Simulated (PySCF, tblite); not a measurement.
# C₆H₇F₃Si: geometry, infrared bands and NMR shifts

Wanted: the infrared bands and NMR shifts of C₆H₇F₃Si (`C[Si@H]1C=CC(C(F)(F)F)=C1`), by calculation.

Programs: tblite 0.8.0 and PySCF 2.14.0, with density-fitted response routines of our own. Each step states its level of theory. These are calculated values for one molecule in the gas phase, unless marked as measured. Atoms count from 0, in the outputs and in this text.

### 1 The starting structure

17 atoms, charge 0, multiplicity 1; geometry from: force field or distance geometry start.

Bonds of the start (Å): C0–Si1 1.84, Si1–C2 1.85, C2–C3 1.33, C3–C4 1.39, C4–C5 1.53, C5–F6 1.36, C5–F7 1.37, C5–F8 1.39, C4–C9 1.31, C9–Si1 1.85, C0–H10 1.13, C0–H11 1.11, C0–H12 1.11, Si1–H13 1.45, C2–H14 1.05, C3–H15 1.13, C9–H16 1.08.

### 2 Geometry optimisation with GFN2-xTB

Job settings and geometry (Å):

```
{"job": {"kind": "relax", "xc": "GFN2-xTB", "basis": "xTB"}, "charge": 0, "multiplicity": 1}
C      2.629500     0.392700     0.566900
Si     1.316900    -0.188100    -0.589100
C      0.358400    -1.642100     0.041700
C     -0.895600    -1.233100     0.188000
C     -1.196300     0.095700    -0.107200
C     -2.599300     0.684500     0.021200
F     -2.564900     1.994300    -0.353400
F     -3.086400     0.496600     1.286500
F     -3.332300     0.008400    -0.954300
C     -0.213500     0.855000    -0.537600
H      2.900000     1.460900     0.329400
H      3.585000    -0.160300     0.444100
H      2.376200     0.340700     1.641500
H      1.779200    -0.436100    -1.946100
H      0.780800    -2.585800     0.214800
H     -1.658000    -1.968900     0.579000
H     -0.186800     1.897900    -0.835400
```

Command:

```bash
> OMP_NUM_THREADS=1 python probes_run.py task.json out
```

This one command runs all jobs of the session in turn.

**Question.** This job is followed by: GFN2-xTB harmonic vibrations, gas phase; GIAO PBE0/pcSseg-1 NMR shielding, non-relativistic, gas phase. What will the session give for the following? strongest single infrared mode (GFN2-xTB); zero-point energy (GFN2-xTB); ¹³C shifts against TMS (PBE0/pcSseg-1); ¹H shifts against TMS (PBE0/pcSseg-1, means over atoms taken as alike); ²⁹Si shifts against TMS (PBE0/pcSseg-1); ¹⁹F shifts against CFCl3 (PBE0/pcSseg-1, means over atoms taken as alike).

**Answer**, as computed:

```
                                                                 quantity                                        value
                                strongest single infrared mode (GFN2-xTB)                        2237 cm⁻¹, 302 km/mol
                                             zero-point energy (GFN2-xTB)                                70.4 kcal/mol
                                   ¹³C shifts against TMS (PBE0/pcSseg-1)  155.4, 151.7, 141.3, 141.0, 131.9, -7.0 ppm
   ¹H shifts against TMS (PBE0/pcSseg-1, means over atoms taken as alike)             7.34, 6.84, 6.47, 4.91, 0.41 ppm
                                  ²⁹Si shifts against TMS (PBE0/pcSseg-1)                                    -13.4 ppm
¹⁹F shifts against CFCl3 (PBE0/pcSseg-1, means over atoms taken as alike)                                    -82.9 ppm
```

In words: The optimisation took 69 steps and gained 0.709 eV; among the close pairs (by a distance rule), C3–C4 changed most, from 1.394 to 1.460 Å. No mode is imaginary among the 45: a minimum at this level. The strongest single mode, at 2237 cm⁻¹, moves mainly H13. GFN2-xTB is a fitted tight-binding method: band positions and strengths are rough. Its intensities can rank the bands wrongly.
